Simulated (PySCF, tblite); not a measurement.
# C₃H₆B₂F₂Si: geometry, infrared bands and NMR shifts

What infrared bands and NMR shifts should C₃H₆B₂F₂Si (`B[SiH2]CC#CB(F)F`) show?

The runs use tblite 0.8.0 and PySCF 2.14.0, with density-fitted response routines of our own; the level of theory stands in each step. All values are computed, except where a source is named. Atoms are numbered from 0 throughout.

## Step 1: Starting geometry

14 atoms, charge 0, multiplicity 1; geometry from: force field or distance geometry start.

Bonds of the start (Å): B0–Si1 1.93, Si1–C2 1.88, C2–C3 1.46, C3–C4 1.22, C4–B5 1.55, B5–F6 1.46, B5–F7 1.46, B0–H8 1.19, B0–H9 1.18, Si1–H10 1.48, Si1–H11 1.47, C2–H12 1.10, C2–H13 1.08.

## Step 2: Relaxing the molecule with GFN2-xTB

Job settings and geometry (Å):

```
{"job": {"kind": "relax", "xc": "GFN2-xTB", "basis": "xTB"}, "charge": 0, "multiplicity": 1}
B     -2.714200     0.989900    -0.262600
Si    -1.648300    -0.345400     0.626600
C     -0.380800    -0.962000    -0.620500
C      0.943100    -0.475800    -0.262200
C      2.048000    -0.074100     0.052400
B      3.454600     0.454300     0.420100
F      3.749300     1.882000     0.375800
F      4.539500    -0.501100     0.217100
H     -2.617100     2.100800     0.156400
H     -2.974100     0.758900    -1.391100
H     -0.848000     0.286800     1.695000
H     -2.454700    -1.442800     1.192000
H     -0.699400    -0.626800    -1.622800
H     -0.398500    -2.045200    -0.598400
```

Started as:

```sh
> OMP_NUM_THREADS=1 python probes_run.py task.json out
```

This one command runs all jobs of the session in turn.

**Question.** This job is followed by: GFN2-xTB harmonic vibrations, gas phase; GIAO PBE0/pcSseg-1 NMR shielding, non-relativistic, gas phase. What will the session give for the following? strongest single infrared mode (GFN2-xTB); zero-point energy (GFN2-xTB); 13C shifts against TMS (PBE0/pcSseg-1); 1H shifts against TMS (PBE0/pcSseg-1, means over atoms taken as alike); 11B shifts against BF3·OEt2 (PBE0/pcSseg-1); 29Si shifts against TMS (PBE0/pcSseg-1); 19F shifts against CFCl3 (PBE0/pcSseg-1, means over atoms taken as alike); surface potential, 1st and 99th percentile.

**Answer**, as computed:

| quantity | value |
| --- | --- |
| strongest single infrared mode (GFN2-xTB) | 2297 cm⁻¹, 613 km/mol |
| zero-point energy (GFN2-xTB) | 51.1 kcal/mol |
| 13C shifts against TMS (PBE0/pcSseg-1) | 117.7, 80.2, 2.6 ppm |
| 1H shifts against TMS (PBE0/pcSseg-1, means over atoms taken as alike) | 10.82, 4.36, 2.12 ppm |
| 11B shifts against BF3·OEt2 (PBE0/pcSseg-1) | 118.2, 15.4 ppm |
| 29Si shifts against TMS (PBE0/pcSseg-1) | -77.4 ppm |
| 19F shifts against CFCl3 (PBE0/pcSseg-1, means over atoms taken as alike) | -75.3 ppm |
| surface potential, 1st and 99th percentile | -0.90 V and 1.90 V |

Relaxing lowered the energy by 1.173 eV in 157 steps; the close pair that moved most is B5–F7, from 1.460 to 1.324 Å. All 36 modes are real, so the xTB geometry is a minimum. The strongest single mode, at 2297 cm⁻¹, moves mainly C3 and C4. GFN2-xTB is a fitted tight-binding method: band positions and strengths are rough. Its intensities can rank the bands wrongly. By nearest atom (PBE0/pcSseg-1), the HOMO sits on C4 41 %; C3 21 % and the LUMO on B0 54 %; H8, H9 about 12 % each.
